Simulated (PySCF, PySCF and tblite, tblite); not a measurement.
**C₆H₇NSe: a path driven as rotation about a bond, and NMR exchange**

How fast is rotation about a bond in C₆H₇NSe (`C/C=C\[Se]/C=C\C#N`), and when do the exchanging lines merge?

Computed with tblite 0.8.0 (tight binding) and PySCF 2.14.0 (DFT, with response routines of our own); each step states its level. Atoms count from 0 throughout.

### Step 1. The molecule as given

15 atoms, charge 0, multiplicity 1; geometry from: force field or distance geometry start.

Bonds of the start (Å): C0–C1 1.50, C0–H10 1.12, C0–H8 1.11, C0–H9 1.10, C1–C2 1.34, C1–H11 1.08, C2–H12 1.08, C2–Se3 1.93, C4–C5 1.34, C4–H13 1.08, C5–C6 1.44, C5–H14 1.08, C6–N7 1.16, Se3–C4 1.92.

### Step 2. GFN2-xTB relaxation, start minimum

What the job is given:

```
{"job": {"xc": "GFN2-xTB", "basis": "xTB", "kind": "relax"}, "charge": 0, "multiplicity": 1}
C      1.892100     0.660900    -0.143600
C      1.655700    -0.760100    -0.546700
C      0.749200    -1.550600     0.045800
Se    -0.428000    -0.940100     1.449600
C     -1.875600    -0.691000     0.219000
C     -2.297100     0.512900    -0.186000
C     -1.719100     1.736200     0.320000
N     -1.256100     2.719300     0.736100
H      2.125500     0.728000     0.941100
H      2.731200     1.079400    -0.715000
H      0.976700     1.262100    -0.370300
H      2.283500    -1.191200    -1.314800
H      0.646900    -2.579000    -0.267200
H     -2.373100    -1.571100    -0.168800
H     -3.116300     0.592400    -0.883000
```

Run with:

```bash
> OMP_NUM_THREADS=1 python ens_run.py task.json out
```

One launch serves the whole session.

The log of the run:

```text
step      E/eV     max force
  0    -609.20276    2.193
  1    -609.21330    4.499
  2    -609.27378    1.155
  3    -609.29047    0.873
  4    -609.30100    0.222
  5    -609.30595    0.201
  6    -609.30991    0.240
  7    -609.31260    0.125
  8    -609.31457    0.124
  9    -609.31612    0.120
 10    -609.31740    0.114
 11    -609.31854    0.091
 12    -609.31972    0.106
 13    -609.32101    0.123
 14    -609.32241    0.138
 15    -609.32379    0.106
 16    -609.32513    0.124
 17    -609.32655    0.132
 18    -609.32789    0.144
 19    -609.32892    0.113
 20    -609.32971    0.073
 21    -609.33047    0.105
 22    -609.33130    0.103
 23    -609.33208    0.083
 24    -609.33268    0.056
 25    -609.33322    0.062
 26    -609.33396    0.100
 27    -609.33507    0.134
 28    -609.33656    0.116
 29    -609.33831    0.119
 30    -609.34031    0.112
 31    -609.34270    0.159
 32    -609.34546    0.186
 33    -609.34819    0.126
 34    -609.35048    0.139
 35    -609.35264    0.132
 36    -609.35546    0.207
 37    -609.35917    0.209
 38    -609.36309    0.222
 39    -609.36537    0.260
 40    -609.37044    0.232
 41    -609.37530    0.286
 42    -609.38365    0.285
 43    -609.38987    0.548
 44    -609.39326    0.419
 45    -609.39645    0.164
 46    -609.40135    0.324
 47    -609.40634    0.367
 48    -609.41443    0.276
 49    -609.42001    0.447
 50    -609.42482    0.417
 51    -609.42940    0.155
 52    -609.43335    0.172
 53    -609.43746    0.335
 54    -609.44054    0.209
 55    -609.44423    0.199
 56    -609.45078    0.224
 57    -609.45782    0.207
 58    -609.46586    0.341
 59    -609.47337    0.306
 60    -609.48751    0.375
 61    -609.50113    0.535
 62    -609.50813    0.264
 63    -609.51466    0.533
 64    -609.51973    0.366
 65    -609.52380    0.496
 66    -609.52849    0.249
 67    -609.53451    0.260
 68    -609.53852    0.204
 69    -609.54123    0.156
 70    -609.54440    0.218
 71    -609.54875    0.160
 72    -609.55018    0.837
 73    -609.55443    0.376
 74    -609.55835    0.156
 75    -609.55989    0.215
 76    -609.56137    0.190
 77    -609.56442    0.094
 78    -609.56592    0.063
 79    -609.56693    0.124
 80    -609.56733    0.056
 81    -609.56775    0.172
 82    -609.56861    0.119
 83    -609.56970    0.126
 84    -609.57126    0.105
 85    -609.57229    0.085
 86    -609.57340    0.076
 87    -609.57469    0.084
 88    -609.57674    0.107
 89    -609.57950    0.133
 90    -609.58293    0.166
 91    -609.58614    0.187
 92    -609.59085    0.158
 93    -609.59569    0.172
 94    -609.59947    0.124
 95    -609.60375    0.154
 96    -609.60849    0.138
 97    -609.61164    0.293
 98    -609.61468    0.181
 99    -609.61730    0.127
100    -609.62107    0.578
101    -609.62238    0.165
102    -609.62473    0.117
103    -609.62649    0.351
104    -609.62835    0.200
105    -609.63101    0.091
106    -609.63231    0.106
107    -609.63342    0.096
108    -609.63415    0.126
109    -609.63486    0.073
110    -609.63587    0.073
111    -609.63638    0.120
112    -609.63717    0.070
113    -609.63788    0.050
114    -609.63846    0.065
115    -609.63906    0.085
116    -609.63978    0.116
117    -609.64068    0.085
118    -609.64177    0.093
119    -609.64308    0.084
120    -609.64466    0.107
121    -609.64671    0.200
122    -609.64952    0.233
123    -609.65286    0.194
124    -609.65413    0.471
125    -609.65735    0.114
126    -609.65883    0.094
127    -609.66106    0.195
128    -609.66208    0.235
129    -609.66383    0.089
130    -609.66458    0.201
131    -609.66524    0.059
132    -609.66569    0.052
133    -609.66611    0.060
134    -609.66643    0.092
135    -609.66673    0.090
136    -609.66702    0.115
137    -609.66731    0.081
138    -609.66753    0.083
139    -609.66777    0.046
140    -609.66802    0.055
141    -609.66825    0.029
142    -609.66842    0.047
143    -609.66855    0.028
144    -609.66869    0.047
145    -609.66887    0.042
146    -609.66905    0.031
147    -609.66916    0.039
148    -609.66926    0.034
149    -609.66940    0.042
150    -609.66955    0.035
151    -609.66972    0.034
152    -609.66991    0.034
153    -609.67013    0.038
154    -609.67032    0.039
155    -609.67048    0.070
156    -609.67065    0.028
157    -609.67084    0.045
158    -609.67098    0.058
159    -609.67116    0.055
160    -609.67129    0.037
161    -609.67137    0.024
162    -609.67142    0.017
163    -609.67145    0.015
164    -609.67149    0.016
165    -609.67154    0.018
166    -609.67158    0.017
167    -609.67161    0.014
168    -609.67163    0.011
169    -609.67164    0.008
170    -609.67165    0.007
171    -609.67165    0.007
172    -609.67166    0.006
173    -609.67167    0.007
174    -609.67168    0.009
175    -609.67168    0.010
176    -609.67169    0.015
177    -609.67170    0.019
178    -609.67172    0.022
179    -609.67174    0.025
180    -609.67177    0.024
181    -609.67181    0.019
182    -609.67185    0.016
183    -609.67189    0.018
184    -609.67193    0.017
185    -609.67197    0.014
186    -609.67199    0.009
187    -609.67201    0.008
188    -609.67202    0.010
189    -609.67203    0.007
190    -609.67203    0.005
191    -609.67204    0.003
192    -609.67204    0.002
```

Wall time 1.2 s (1 thread of Arm Neoverse V1, shared host).

Gain 0.469 eV; displacement 1.29 Å root mean square.

### Step 3. Relaxed scan, rotation

What the job is given:

```
{"job": {"xc": "GFN2-xTB", "basis": "xTB", "coordinate": [["t", [5, 4, 3, 2], 0.5], ["t", [13, 4, 3, 2], 0.5]], "kind": "drive"}, "charge": 0, "multiplicity": 1}
C      2.959344     0.179572    -0.183682
C      2.048891    -0.957680    -0.487352
C      0.726780    -0.929640    -0.397124
Se    -0.297452     0.589111     0.145460
C     -1.983042    -0.212576    -0.004536
C     -3.145579     0.403450     0.260572
C     -3.217259     1.737815     0.687148
N     -3.274520     2.830598     1.036343
H      3.652333    -0.094126     0.611360
H      3.549025     0.436146    -1.063328
H      2.389048     1.054619     0.128817
H      2.527590    -1.875045    -0.807416
H      0.121461    -1.794638    -0.633420
H     -1.971503    -1.245126    -0.330907
H     -4.089530    -0.114491     0.154004
```

The log of the run:

```text
point  coordinate     E/eV
  0    -75.200     -609.65851
  1    -60.500     -609.61890
  2    -45.500     -609.56566
  3    -30.600     -609.49793
  4    -15.400     -609.43854
  5      0.000     -609.41320
  6     15.500     -609.43857
  7     30.700     -609.50419
  8     45.600     -609.57409
  9     60.300     -609.62305
 10     75.000     -609.63549
 11     89.800     -609.61975
```

It took 3.7 s on 1 thread of Arm Neoverse V1, shared host.

The highest point is number 5, 5.7 kcal/mol above the first.

### Step 4. Nudged elastic band, leg 1

Changed since step 3:

```diff
@@ -1,2 +1,2 @@
-{"job": {"xc": "GFN2-xTB", "basis": "xTB", "coordinate": [["t", [5, 4, 3, 2], 0.5], ["t", [13, 4, 3, 2], 0.5]], "kind": "drive"}, "charge": 0, "multiplicity": 1}
+{"job": {"xc": "GFN2-xTB", "basis": "xTB", "kind": "neb"}, "charge": 0, "multiplicity": 1}
 C      2.959344     0.179572    -0.183682
```

The log of the run:

```text
image   E - E0 / eV
  0       0.0000
  1       0.0496
  2       0.1547
  3       0.2545
  4       0.2056
  5       0.0748
  6       0.0344
```

It took 2.7 s on 1 thread of Arm Neoverse V1, shared host; peak memory 0.19 GiB.

The highest point is number 3, 5.9 kcal/mol above the first.

### Step 5. Saddle search, leg 1

What the job is given:

```
{"job": {"xc": "GFN2-xTB", "basis": "xTB", "kind": "saddle"}, "charge": 0, "multiplicity": 1}
C      2.801307     0.217494     0.007683
C      1.783886    -0.537339    -0.773446
C      0.536325    -0.757271    -0.384975
Se    -0.209721    -0.110083     1.253485
C     -2.016323    -0.604354     0.819989
C     -2.897532     0.248518     0.302019
C     -2.584176     1.591357     0.007978
N     -2.345786     2.682775    -0.248936
H      3.511477    -0.470954     0.466943
H      3.359032     0.891594    -0.639504
H      2.317928     0.793697     0.798601
H      2.106473    -0.940433    -1.725026
H     -0.166267    -1.321514    -0.981455
H     -2.285220    -1.631199     1.034639
H     -3.911402    -0.052289     0.062005
```

The log of the run:

```text
step      E/eV     max force
  0    -609.41755   0.0369
  1    -609.41734   0.0912
  2    -609.41804   0.0300
  3    -609.41791   0.0417
  4    -609.41779   0.0712
  5    -609.41770   0.0555
  6    -609.41849   0.0634
  7    -609.41921   0.0775
  8    -609.41908   0.1286
  9    -609.41793   0.1959
 10    -609.41945   0.0571
 11    -609.41981   0.0181
 12    -609.41984   0.0055
 13    -609.41984   0.0037
lowest wavenumbers (cm-1): -69.7 25.8 92.8 104.4 118.5 179.6
```

Wall time 4.2 s (1 thread of Arm Neoverse V1, shared host); peak memory 0.19 GiB.

Point group C1; 1 imaginary mode, 70i cm⁻¹, carried by C2, C1, N7, Se3. Steps downhill from it reached both ends.

### Step 6. Shieldings, start: CAM-B3LYP/pcSseg-1

What the job is given:

```
{"job": {"kind": "nmr", "xc": "CAM-B3LYP", "basis": "pcSseg-1", "pop": false}, "charge": 0, "multiplicity": 1}
C      2.959344     0.179572    -0.183682
C      2.048891    -0.957680    -0.487352
C      0.726780    -0.929640    -0.397124
Se    -0.297452     0.589111     0.145460
C     -1.983042    -0.212576    -0.004536
C     -3.145579     0.403450     0.260572
C     -3.217259     1.737815     0.687148
N     -3.274520     2.830598     1.036343
H      3.652333    -0.094126     0.611360
H      3.549025     0.436146    -1.063328
H      2.389048     1.054619     0.128817
H      2.527590    -1.875045    -0.807416
H      0.121461    -1.794638    -0.633420
H     -1.971503    -1.245126    -0.330907
H     -4.089530    -0.114491     0.154004
```

The log of the run:

```text
coarse grid: 60840 points
cycle   1  E = -2688.6873046651  dE =  2.542e-01  |g| = 8.533e-01  |ddm| = 3.813e+00
cycle   2  E = -2688.5975514431  dE =  8.975e-02  |g| = 9.581e-01  |ddm| = 1.238e+00
cycle   3  E = -2688.7541285405  dE = -1.566e-01  |g| = 3.045e-01  |ddm| = 9.033e-01
cycle   4  E = -2688.7723622173  dE = -1.823e-02  |g| = 6.663e-02  |ddm| = 2.068e-01
cycle   5  E = -2688.7729729884  dE = -6.108e-04  |g| = 1.748e-02  |ddm| = 6.415e-02
cycle   6  E = -2688.7730438263  dE = -7.084e-05  |g| = 6.280e-03  |ddm| = 1.982e-02
cycle   7  E = -2688.7730534767  dE = -9.650e-06  |g| = 1.705e-03  |ddm| = 7.480e-03
final grid: 128920 points
cycle   8  E = -2688.7730390372  dE = -5.864e-09  |g| = 2.148e-03  |ddm| = 4.084e-03
cycle   9  E = -2688.7730380635  dE =  9.736e-07  |g| = 3.067e-03  |ddm| = 4.274e-03
cycle  10  E = -2688.7730400739  dE = -2.010e-06  |g| = 3.759e-04  |ddm| = 2.335e-03
cycle  11  E = -2688.7730401032  dE = -2.926e-08  |g| = 7.782e-05  |ddm| = 3.081e-04
cycle  12  E = -2688.7730401057  dE = -2.498e-09  |g| = 4.493e-05  |ddm| = 1.448e-04
cycle  13  E = -2688.7730401065  dE = -7.931e-10  |g| = 1.463e-05  |ddm| = 8.659e-05
converged SCF energy = -2688.7730401065

GIAO shielding tensors (ppm)
atom      isotropic    diamagn.    paramagn.     s11        s22        s33       span
  0 C      164.700     248.778     -84.078    152.756    161.179    180.165     27.409
  1 C       45.522     255.187    -209.666    -72.573     50.954    158.184    230.757
  2 C       46.431     258.912    -212.481    -47.919     77.394    109.819    157.738
  3 Se    1311.761    2999.991   -1688.229    845.171   1519.203   1570.909    725.738
  4 C       10.616     257.479    -246.863   -114.490     13.928    132.410    246.900
  5 C       80.790     252.368    -171.579    -27.514    109.122    160.761    188.276
  6 C       64.048     261.534    -197.486    -54.653    -51.321    298.118    352.771
  7 N      -67.345     341.896    -409.242   -220.539   -184.785    203.288    423.828
  8 H       29.804      28.252       1.552     26.226     26.893     36.294     10.068
  9 H       29.803      28.126       1.677     26.227     26.890     36.292     10.065
 10 H       30.109      32.661      -2.552     24.130     32.286     33.911      9.780
 11 H       25.597      30.595      -4.999     23.172     24.798     28.820      5.648
 12 H       25.966      33.645      -7.679     22.384     25.944     29.570      7.185
 13 H       24.408      32.500      -8.092     21.312     22.480     29.431      8.119
 14 H       26.333      26.100       0.233     22.801     25.518     30.681      7.880
```

It took 43 s on 1 thread of Arm Neoverse V1, shared host; peak memory 1.1 GiB.

Key values: HOMO -7.58 eV, LUMO -0.41 eV; dipole 5.27 D.

### Step 7. Shieldings, saddle of leg 1: CAM-B3LYP/pcSseg-1

What the job is given:

```
{"job": {"kind": "nmr", "xc": "CAM-B3LYP", "basis": "pcSseg-1", "pop": false}, "charge": 0, "multiplicity": 1}
C      2.861834     0.105493     0.060437
C      1.784305    -0.484267    -0.779722
C      0.509827    -0.578928    -0.430844
Se    -0.200880     0.042245     1.234412
C     -1.998137    -0.556147     0.901000
C     -2.921536     0.201069     0.313056
C     -2.666382     1.512293    -0.137853
N     -2.472641     2.575200    -0.520854
H      3.652092    -0.624494     0.233991
H      3.305118     0.964635    -0.442397
H      2.458071     0.428615     1.021420
H      2.083949    -0.856791    -1.751305
H     -0.240476    -1.008332    -1.078868
H     -2.226605    -1.558970     1.239447
H     -3.928537    -0.161620     0.138079
```

The log of the run:

```text
coarse grid: 60840 points
cycle   1  E = -2688.6787404460  dE =  2.174e-01  |g| = 8.492e-01  |ddm| = 3.803e+00
cycle   2  E = -2688.5798232214  dE =  9.892e-02  |g| = 9.738e-01  |ddm| = 1.269e+00
cycle   3  E = -2688.7459783815  dE = -1.662e-01  |g| = 3.088e-01  |ddm| = 9.206e-01
cycle   4  E = -2688.7646581727  dE = -1.868e-02  |g| = 6.009e-02  |ddm| = 2.017e-01
cycle   5  E = -2688.7651231611  dE = -4.650e-04  |g| = 1.547e-02  |ddm| = 5.703e-02
cycle   6  E = -2688.7651763478  dE = -5.319e-05  |g| = 6.291e-03  |ddm| = 1.939e-02
cycle   7  E = -2688.7651860477  dE = -9.700e-06  |g| = 1.710e-03  |ddm| = 6.530e-03
final grid: 128920 points
cycle   8  E = -2688.7651804148  dE =  1.583e-07  |g| = 2.126e-03  |ddm| = 3.839e-03
cycle   9  E = -2688.7651793914  dE =  1.023e-06  |g| = 3.062e-03  |ddm| = 4.057e-03
cycle  10  E = -2688.7651814217  dE = -2.030e-06  |g| = 3.433e-04  |ddm| = 2.328e-03
cycle  11  E = -2688.7651814456  dE = -2.396e-08  |g| = 6.369e-05  |ddm| = 2.728e-04
cycle  12  E = -2688.7651814468  dE = -1.186e-09  |g| = 3.648e-05  |ddm| = 9.672e-05
cycle  13  E = -2688.7651814472  dE = -4.275e-10  |g| = 8.777e-06  |ddm| = 5.415e-05
converged SCF energy = -2688.7651814472

GIAO shielding tensors (ppm)
atom      isotropic    diamagn.    paramagn.     s11        s22        s33       span
  0 C      165.426     248.654     -83.228    153.248    163.030    180.001     26.753
  1 C       48.003     255.848    -207.845    -71.036     56.447    158.597    229.633
  2 C       44.739     258.860    -214.122    -50.501     74.619    110.097    160.598
  3 Se    1421.089    3000.218   -1579.129   1051.934   1353.013   1858.320    806.386
  4 C       20.933     255.147    -234.214   -108.939     13.877    157.861    266.800
  5 C       57.169     254.969    -197.800    -61.858     86.998    146.367    208.225
  6 C       64.951     261.087    -196.137    -52.984    -48.687    296.523    349.508
  7 N      -68.846     342.214    -411.059   -218.314   -206.051    217.827    436.141
  8 H       29.895      27.856       2.040     26.174     26.945     36.568     10.394
  9 H       29.817      29.058       0.759     26.195     26.972     36.284     10.089
 10 H       30.176      32.295      -2.118     24.461     32.044     34.024      9.563
 11 H       25.708      32.134      -6.426     23.352     24.625     29.146      5.794
 12 H       26.216      34.755      -8.539     22.538     25.537     30.572      8.034
 13 H       23.931      30.727      -6.795     20.678     22.297     28.818      8.140
 14 H       25.596      26.193      -0.597     22.511     25.194     29.083      6.572
```

It took 53 s on 1 thread of Arm Neoverse V1, shared host; peak memory 1.1 GiB.

This run: HOMO -7.54 eV, LUMO -0.86 eV; dipole 3.75 D.

Orbitals, density, ELF and potential are computed afterwards from the orbital file.

Frontier orbitals at CAM-B3LYP/pcSseg-1, with the share of their density that lies nearest to each atom:

```csv
orbital,energy (eV),lies on
HOMO,-7.54,Se3 57 %; C1 18 %; C2 10 %
LUMO,-0.86,C4 30 %; C5 22 %; N7 15 %
```

ELF in a plane through or near 5 of the atoms.

Ten even steps from ' ' (0.00) to '@' (1.00):
```
                                                        
                                                        
                                                        
                                                        
                                  ##@@%%..              
                                ..@@@@@@++              
          ....          ......  ::@@@@@@==              
        ++@@@@++    ..::--====::==******..  ....        
      ..@@@@@@@@::....--++##++==##..++**==++##++..      
      ::@@@@@@@@==++::::**%%----**++##%%--%%%%##::      
        ::++##::--**::  --******==..--++==++==::        
          ++@@@@**--..  ..--****::..++##%%==            
        ..@@@@@@%%::      ..==::  --**--++++::          
          @@@@@@##..              ++##%%##**--          
          ..==++..              ::**##****++--          
                                ::##%%%%%%++::          
                                ..**%%%%##==..          
                                  ..====--              
                                                        
                                                        
```
The map spans 13.0 Å across and 10.2 Å up, centred on the molecule. Atoms in the plane (x, y in Å): C0 (-2.8, -0.2), C4 (2.0, 0.9), H8 (-3.7, 0.5), H9 (-3.2, -1.2), H13 (2.2, 1.9).

On the surface of density 0.002 e/bohr³ the electrostatic potential runs, from the 1st to the 99th percentile, from -1.77 V near N7 to 1.46 V near H14.

### Step 8. Shieldings, end: CAM-B3LYP/pcSseg-1

What the job is given:

```
{"job": {"kind": "nmr", "xc": "CAM-B3LYP", "basis": "pcSseg-1", "pop": false}, "charge": 0, "multiplicity": 1}
C      2.678765     0.178105     0.093263
C      1.581895    -0.093169    -0.873224
C      0.383193    -0.574108    -0.580682
Se    -0.186286    -1.100174     1.163809
C     -1.994024    -0.614326     1.132650
C     -2.657979     0.214112     0.310902
C     -2.125289     0.980070    -0.735145
N     -1.757007     1.659247    -1.586226
H      3.536750    -0.457780    -0.124123
H      3.003818     1.214242     0.008232
H      2.350803    -0.011832     1.115324
H      1.799402     0.132348    -1.909870
H     -0.362348    -0.763181    -1.339146
H     -2.533479    -1.091409     1.942528
H     -3.722579     0.360491     0.457460
```

The log of the run:

```text
coarse grid: 60840 points
cycle   1  E = -2688.6853720258  dE =  2.572e-01  |g| = 8.534e-01  |ddm| = 3.834e+00
cycle   2  E = -2688.5879267912  dE =  9.745e-02  |g| = 9.751e-01  |ddm| = 1.264e+00
cycle   3  E = -2688.7512206268  dE = -1.633e-01  |g| = 3.057e-01  |ddm| = 9.376e-01
cycle   4  E = -2688.7696396725  dE = -1.842e-02  |g| = 6.686e-02  |ddm| = 2.100e-01
cycle   5  E = -2688.7702546203  dE = -6.149e-04  |g| = 1.548e-02  |ddm| = 6.598e-02
cycle   6  E = -2688.7703101565  dE = -5.554e-05  |g| = 6.417e-03  |ddm| = 2.077e-02
cycle   7  E = -2688.7703207883  dE = -1.063e-05  |g| = 1.512e-03  |ddm| = 6.960e-03
cycle   8  E = -2688.7703215505  dE = -7.623e-07  |g| = 4.868e-04  |ddm| = 2.460e-03
final grid: 128920 points
cycle   9  E = -2688.7702867458  dE = -5.769e-08  |g| = 5.130e-04  |ddm| = 1.545e-03
cycle  10  E = -2688.7702867238  dE =  2.197e-08  |g| = 6.732e-04  |ddm| = 9.856e-04
cycle  11  E = -2688.7702868110  dE = -8.725e-08  |g| = 1.115e-04  |ddm| = 5.291e-04
cycle  12  E = -2688.7702868140  dE = -2.999e-09  |g| = 2.688e-05  |ddm| = 1.038e-04
cycle  13  E = -2688.7702868145  dE = -4.670e-10  |g| = 1.211e-05  |ddm| = 7.055e-05
converged SCF energy = -2688.7702868145

GIAO shielding tensors (ppm)
atom      isotropic    diamagn.    paramagn.     s11        s22        s33       span
  0 C      165.446     248.544     -83.098    152.135    162.528    181.675     29.539
  1 C       39.973     256.963    -216.990    -78.178     38.553    159.544    237.722
  2 C       53.424     260.218    -206.794    -48.308     73.583    134.997    183.305
  3 Se    1386.349    2998.847   -1612.498    958.848   1385.573   1814.626    855.779
  4 C       19.423     256.255    -236.833   -118.887     21.264    155.890    274.777
  5 C       79.199     254.678    -175.480    -28.707    104.643    161.660    190.368
  6 C       62.666     261.328    -198.662    -55.687    -51.148    294.832    350.519
  7 N      -67.967     342.606    -410.573   -228.437   -181.561    206.099    434.537
  8 H       29.948      27.800       2.148     26.283     26.975     36.585     10.303
  9 H       29.723      29.418       0.305     25.994     26.953     36.222     10.227
 10 H       29.572      31.882      -2.310     23.883     31.475     33.358      9.475
 11 H       25.182      32.945      -7.763     22.893     24.224     28.428      5.535
 12 H       24.883      35.785     -10.902     21.755     25.111     27.784      6.029
 13 H       24.594      29.186      -4.592     22.011     22.634     29.137      7.126
 14 H       26.228      25.621       0.607     22.484     25.709     30.493      8.009
```

Wall time 46 s (1 thread of Arm Neoverse V1, shared host); peak memory 1.1 GiB.

In short: HOMO -7.64 eV, LUMO -0.48 eV; dipole 2.90 D.

(Part 1 of 2 ends here.)
